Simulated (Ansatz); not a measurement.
# AlBH₅NO: up Jacob's ladder to CCSD(T)

An exercise on one series of results from a longer session: the logs are not shown, and one member is left open.

The runs use Ansatz 0.2.0, Gaussian basis; functionals in def2-TZVPP, the program's frozen cores in correlated methods.

Levels to be run: LDA (SPW92), PBE-D4, revPBE-D4, BLYP-D4, r2SCAN-D4, B97M-V, PBE0-D4, B3LYP-D4, r2SCANh-D4, r2SCAN0-D4, HSE06-D4, BHLYP-D4, CAM-B3LYP-D4, LC-ωPBE, ωB97X-V, ωB97M-V, B2PLYP, PBE-QIDH; CCSD(T)/def2-SVP; CCSD(T)/def2-TZVPP; MP2/def2-QZVPP; extrapolation to the limit; RPA on PBE.

## The relaxed structure

The geometry comes from an earlier relaxation with PBE0-D4 in a triple-zeta def2 set; it is a stationary point, not always the lowest conformer.

SMILES `OB[NH][AlH2]`, 9 atoms, charge 0, spin multiplicity 1.

Atoms are counted from 1 here; the program's logs count them from 0.

Bond lengths: O1–B2 1.364 Å, O1–H5 0.963 Å, B2–N3 1.428 Å, B2–H6 1.199 Å, N3–Al4 1.788 Å, N3–H7 1.010 Å, Al4–H8 1.578 Å, Al4–H9 1.587 Å. Angles: B2–O1–H5 114.3°, O1–B2–N3 123.1°, O1–B2–H6 116.1°, N3–B2–H6 120.7°, B2–N3–Al4 128.4°, B2–N3–H7 113.2°, Al4–N3–H7 118.4°, N3–Al4–H8 120.2°, N3–Al4–H9 115.5°, H8–Al4–H9 124.4°.

Set-up of the first run:

in.yaml

```yaml
crystal:
  periodic: [false, false, false]
  atoms:
    - {symbol: O, position_ang: [-0.460542, 1.775741, -0.537851]}
    - {symbol: B, position_ang: [0.414978, 1.223769, 0.350496]}
    - {symbol: N, position_ang: [0.550275, -0.185126, 0.540160]}
    - {symbol: Al, position_ang: [-0.332059, -1.505688, -0.280840]}
    - {symbol: H, position_ang: [-0.983395, 1.134106, -1.030025]}
    - {symbol: H, position_ang: [1.083457, 1.994097, 0.981457]}
    - {symbol: H, position_ang: [1.242604, -0.428268, 1.234890]}
    - {symbol: H, position_ang: [-0.024600, -3.010522, 0.082633]}
    - {symbol: H, position_ang: [-1.402216, -1.044409, -1.357919]}
basis:
  gaussian: {orbitals: def2-TZVPP}
hamiltonian: {xc: lda}
output: {orbitals: {seedname: orbitals}}
```

The run is started by

```console
> ansatz run in.yaml --threads 2 --pin off --events-out ev --progress --plain --max-ram 4352MiB
```

Among the steps run: LDA; PBE-D4 (GGA); revPBE-D4 (GGA); BLYP-D4 (GGA); r2SCAN-D4 (meta-GGA); B97M-V (meta-GGA); B3LYP-D4 (hybrid); r2SCANh-D4 (hybrid); r2SCAN0-D4 (hybrid); HSE06-D4 (hybrid); BHLYP-D4 (hybrid); CAM-B3LYP-D4 (range-separated); LC-ωPBE (range-separated); ωB97X-V (range-separated); ωB97M-V (range-separated); B2PLYP (double hybrid); PBE-QIDH (double hybrid).

One of the session's tables, all rows but one given; the rest of the session is left out.

It belongs to the step «Orbital energies across the functionals». 

| functional | HOMO (eV) | LUMO (eV) | gap (eV) |
| --- | --- | --- | --- |
| LDA (SPW92) | ? | ? | ? |
| PBE-D4 | -6.86 | -2.14 | 4.73 |
| revPBE-D4 | -6.79 | -2.03 | 4.76 |
| BLYP-D4 | -6.72 | -2.02 | 4.70 |
| r2SCAN-D4 | -7.15 | -1.77 | 5.38 |
| B97M-V | -7.24 | -2.02 | 5.22 |
| PBE0-D4 | -8.22 | -1.36 | 6.87 |
| B3LYP-D4 | -7.97 | -1.57 | 6.40 |
| r2SCANh-D4 | -7.67 | -1.51 | 6.15 |
| r2SCAN0-D4 | -8.44 | -1.14 | 7.31 |
| HSE06-D4 | -7.82 | -1.72 | 6.09 |
| BHLYP-D4 | -9.48 | -0.59 | 8.89 |
| CAM-B3LYP-D4 | -9.63 | -0.45 | 9.18 |
| LC-ωPBE | -11.04 | 0.65 | 11.68 |
| ωB97X-V | -10.65 | 0.54 | 11.19 |
| ωB97M-V | -10.58 | 0.25 | 10.83 |

Estimate the missing values for LDA (SPW92).

**Answer.** HOMO (eV): -7.07; LUMO (eV): -2.39; gap (eV): 4.68. In the column «HOMO (eV)» it lies between r2SCAN-D4 (-7.15) and PBE-D4 (-6.86).
